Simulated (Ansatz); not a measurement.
Br₂GaH, SMILES [Br][GaH][Br], an active-space calculation

Run with the Python package of Ansatz (0.2.0).

`br2gah_cas.py`:
```python
"""Static correlation in Br2GaH: natural occupations of an active space."""

import ansatz as az
from ase import Atoms

BASIS = "def2-SVP"

atoms = Atoms(["Br", "Ga", "Br", "H"], positions=[
    [-2.0058, 0.1541, -0.5944],
    [0.1374, 0.0987, -0.1391],
    [1.0779, -1.6505, 0.9063],
    [0.846, 1.3373, -0.1931],
])
mol = az.Crystal.molecule_from_ase(atoms)

calculation = mol.calculation().basis(gaussian=BASIS).correlation(active_electrons=4, active_orbitals=4)
for method in ["sc_nevpt2"]:
    r = (calculation if method is None else calculation.correlation(method)).run().report
    space = r["configurations"]
    state = space["states"][0]
    print(method or "casscf", f"total {r['free_energy_ev'] / 27.211386246:.6f} Ha, active-space state {state['energy']['hartree']:.6f} Ha, mean field {r['reference_energy_ev'] / 27.211386246:.6f} Ha")
    print("  determinants", state["n_determinants"], " natural occupations", [round(n, 3) for n in space["natural_occupations"]])
print("effectively unpaired electrons, sum of min(n, 2 - n):", round(sum(min(n, 2 - n) for n in space["natural_occupations"]), 3))
```

```console
$ python br2gah_cas.py
sc_nevpt2 total -7068.558503 Ha, active-space state -7067.920259 Ha, mean field -7067.894272 Ha
  determinants 36  natural occupations [1.985, 1.98, 0.018, 0.016]
effectively unpaired electrons, sum of min(n, 2 - n): 0.069
```

What to keep in mind:
- Total energies depend on the basis set; only differences at equal settings carry meaning.
- The geometry is a force-field or estimated start, not a minimum of this method, and the basis set is short of its limit. The active space starts as a window about the frontier orbitals and is then optimised, not chosen by chemistry.
- Run time: 60 s on 1 thread of Arm Neoverse V1 (shared host), peak memory 0.51 GiB.
